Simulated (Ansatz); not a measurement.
A run of Ansatz 0.2.0 is set up as follows.

input.yaml

```yaml
crystal:
  lattice:
    - [3.71433588, 0.0, 0.0]
    - [-1.85716794, 3.21670923, 0.0]
    - [0.0, 0.0, 4.97637256]
  atoms:
    - { symbol: Si, position: [-0.007981, -0.0077, 0.502713] }
    - { symbol: Te, position: [0.000331, -0.012058, 0.002414] }
kpoints:
  mp_grid: { grid: [8, 8, 6] }
scf:
  occupations: { method: fermi_dirac, width: 0.05 }
hamiltonian:
  xc: pbe
  pseudopotentials: { kind: all_electron, lapw: { basis_error: 0.001 } }
output:
  forces: true
  stress: true
  eigenvalues: true
  populations: true
```

Potentials or basis: all-electron LAPW, scalar-relativistic.

Command:

```console
$ ansatz run input.yaml --threads 1 --pin off --max-ram 3072MiB --backend cpu --events-out ev --progress --plain --runs-dir out
```

(1) Predict the band gap on the k mesh.

(2) Estimate the largest force.

(3) What does it give for the pressure?

Results:

(1) none (metal or under the smearing width).

(2) 0.065 eV/Å.

(3) 0.9 GPa.
